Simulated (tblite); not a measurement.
# FH15Si10: the cost of one run

Computed with tblite 0.8.0 and PySCF 2.14.0; each step states its level. No surroundings beyond the atoms listed, unless a continuum is named. Atoms count from 0, parts from 1.

## 1. Starting point

26 atoms, charge 0, multiplicity 1; geometry: distance geometry start.

## 2. Relaxing the cluster with GFN2-xTB

What the job is given:

```
{"job": {"kind": "relax", "xc": "GFN2-xTB", "basis": "xTB"}, "charge": 0, "multiplicity": 1}
Si    -0.137441     1.453366    -0.924945
F      0.038792     2.995321    -1.533399
Si     1.896105     0.517795    -0.693978
Si     1.691258    -1.526157     0.107628
Si     0.451202    -2.761304    -1.222140
Si    -1.553309    -1.848258    -1.425149
Si    -1.370275     0.210717    -2.247287
Si    -2.533919    -1.737830     0.580758
Si    -1.266842    -0.506249     1.926842
Si     0.751453    -1.421108     2.147089
Si    -1.078211     1.552644     1.113359
H      2.529912     0.449247    -1.973138
H      2.702468     1.312126     0.173880
H      2.994699    -2.105707     0.244987
H      0.322033    -4.076230    -0.701287
H      1.058795    -2.826932    -2.505840
H     -2.366930    -2.621071    -2.298274
H     -0.721644     0.127069    -3.523841
H     -2.652954     0.811400    -2.389713
H     -2.666352    -3.050616     1.116245
H     -3.816878    -1.164486     0.470076
H     -1.902937    -0.437030     3.208568
H      0.613128    -2.742029     2.675528
H      1.535611    -0.629618     2.996944
H     -2.366799     2.124511     0.983026
H     -0.272661     2.331461     1.967467
```

Level: GFN2-xTB geometry optimisation, gas phase.

Launch:

```console
> OMP_NUM_THREADS=1 python cluster_run.py task.json out
```

This one command runs all jobs of the session in turn.

**Question.** How long does this first job take on 1 thread of Intel Xeon 6975P-C, shared host?

About 5.5 s.
